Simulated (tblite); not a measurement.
# C4H10F2O2Si: the cost of one run

Programs: tblite 0.8.0 and PySCF 2.14.0, with density-fitted response routines of our own. Each step states its level of theory. These are calculated values for one molecule in the gas phase, unless marked as measured. Atoms are numbered from 0 throughout.

### 1 The molecule as given

19 atoms, charge 0, multiplicity 1; geometry from: force field or distance geometry start.

Bonds of the start (Å): C0–O1 1.39, O1–Si2 1.69, Si2–C3 1.84, Si2–O4 1.71, O4–C5 1.38, Si2–C6 1.89, C6–F7 1.39, C6–F8 1.37, C0–H9 1.11, C0–H10 1.11, C0–H11 1.09, C3–H12 1.13, C3–H13 1.11, C3–H14 1.13, C5–H15 1.11, C5–H16 1.11, C5–H17 1.10, C6–H18 1.10.

### 2 Geometry optimisation with GFN2-xTB

What the job is given:

```
{"job": {"kind": "relax", "xc": "GFN2-xTB", "basis": "xTB"}, "charge": 0, "multiplicity": 1}
C      2.555200    -0.256600    -0.761100
O      1.421700     0.368900    -1.255900
Si     0.037700     0.226300    -0.301800
C      0.309500    -0.297500     1.436000
O     -1.092400    -0.736800    -1.146400
C     -2.078300    -1.296000    -0.365100
C     -0.716600     1.954200    -0.202800
F     -1.317800     2.173400     1.031100
F     -1.715400     2.042200    -1.138400
H      2.905300    -1.053900    -1.450600
H      3.353200     0.513900    -0.692600
H      2.456100    -0.706600     0.231300
H      0.032000    -1.374400     1.635800
H      1.334100    -0.093500     1.819200
H     -0.361700     0.283800     2.134200
H     -2.778400    -1.822000    -1.044700
H     -1.672400    -2.085200     0.306600
H     -2.692700    -0.575600     0.185800
H      0.011100     2.744800    -0.428200
```

Run with:

```
$ OMP_NUM_THREADS=1 python probes_run.py task.json out
```

One launch serves the whole session: the jobs run in the order shown.

**Question.** How long does this first job take on 1 thread of Arm Neoverse V1, shared host?

About 1 s.
